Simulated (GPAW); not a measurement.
Set up this calculation in GPAW 26.7.0, as an ASE script.

```
Task                : dielectric tensor
Functional          : LDA
Potentials or basis : the program's PAW data sets (release 1.2.1) made for this functional
Cutoff              : 500 eV
Basis               : pw
k mesh              : 7 × 7 × 2
Occupations         : fermi-dirac, width 0.001 eV
Spin                : no spin polarisation
Response ecut       : 60 eV
Maxiter             : 150
Response k mesh     : 10 × 10 × 3
Response bands      : 74
Kernels             : ["RPA", "ALDA", "LR0.1"]
Coarser k mesh      : 7 × 7 × 2
```

The system is Te2Mo.

```xyz
6
Lattice="3.5190 0.0000 0.0000 -1.7595 3.0475 0.0000 0.0000 0.0000 13.9640" Properties=species:S:1:pos:R:3 pbc="T T T"
Te    0.0000    2.0317    8.6587
Te    1.7595    1.0158    1.6767
Te    0.0000    2.0317   12.2873
Te    1.7595    1.0158    5.3053
Mo    0.0000    2.0317    3.4910
Mo    1.7595    1.0158   10.4730
```

These files were run (other wordings do the same):

run.py

```python
import numpy as np
from ase import Atoms
from ase.dft.bandgap import bandgap
from ase.io import write
from gpaw import GPAW, PW
from gpaw.response.df import DielectricFunction

atoms = Atoms(['Te', 'Te', 'Te', 'Te', 'Mo', 'Mo'],
              cell=[[3.5190000018, 0.0, 0.0],
                    [-1.7595000009, 3.0475433974, 0.0],
                    [0.0, 0.0, 13.964]],
              scaled_positions=[[0.33333333, 0.66666667, 0.62007314],
                                [0.6666666633, 0.3333333367, 0.12007314],
                                [0.33333333, 0.66666667, 0.87992686],
                                [0.6666666633, 0.3333333367, 0.37992686],
                                [0.33333333, 0.66666667, 0.25],
                                [0.6666666633, 0.3333333367, 0.75]],
              pbc=True)

calc = GPAW(mode=PW(500),
            xc='LDA',
            kpts={'size': (7, 7, 2), 'gamma': True},
            occupations={'name': 'fermi-dirac', 'width': 0.001},
            nbands=46,
            convergence={'density': 1e-06},
            maxiter=150,
            txt='gpaw.txt')
atoms.calc = calc
energy = atoms.get_potential_energy()
calc.write('gs.gpw')
write('result.traj', atoms)
print(f'Energy: {energy:.6f} eV')
print('Fermi level:', round(calc.get_fermi_level(), 4), 'eV')
print(f'Gap: {bandgap(calc)[0]:.4f} eV, direct: {bandgap(calc, direct=True)[0]:.4f} eV')

for size in [(7, 7, 2), (10, 10, 3)]:
    name = 'x'.join(str(n) for n in size)
    dense = calc.fixed_density(kpts={'size': size, 'gamma': True},
                               nbands=80, convergence={'bands': 74, 'eigenstates': 1e-7},
                               update_fermi_level=True, txt=f'dense-{name}.txt')
    dense.write(f'{name}.gpw', mode='all')
    df = DielectricFunction(f'{name}.gpw', frequencies=np.array([0.0]), hilbert=False, eta=0.001,
                            ecut=60, nbands=74, intraband=False, txt=f'df-{name}.txt')
    for xc in ['RPA', 'ALDA', 'LR0.1']:
        for direction in ['x', 'y', 'z', [0, 1, 1], [1, 0, 1], [1, 1, 0]]:
            e0, e = df.get_macroscopic_dielectric_constant(xc=xc, direction=direction)
            print(f'{name} {xc} {direction}: {e0:.4f} without, {e:.4f} with local fields')
```

Potentials or basis: the program's PAW data sets (release 1.2.1) made for this functional, pw.

Launch:

```bash
$ OMP_NUM_THREADS=1 python run.py
```

It gave:

```yaml
Band_gap_on_the_k_mesh: 0.80 eV, indirect (least direct gap 1.22 eV)
Electronic_dielectric_tensor_diagonal: 18.56, 18.56, 10.51
```

Caveat: the long-wavelength limit can be off by several per cent where d states take part; spin-orbit coupling is left out, which moves the levels of the heavy elements; an odd mesh through Γ misses points on the zone boundary, where band edges often lie.

It took 31 min on 1 thread of AMD EPYC 7571 (shared host), peak memory 1.9 GiB.
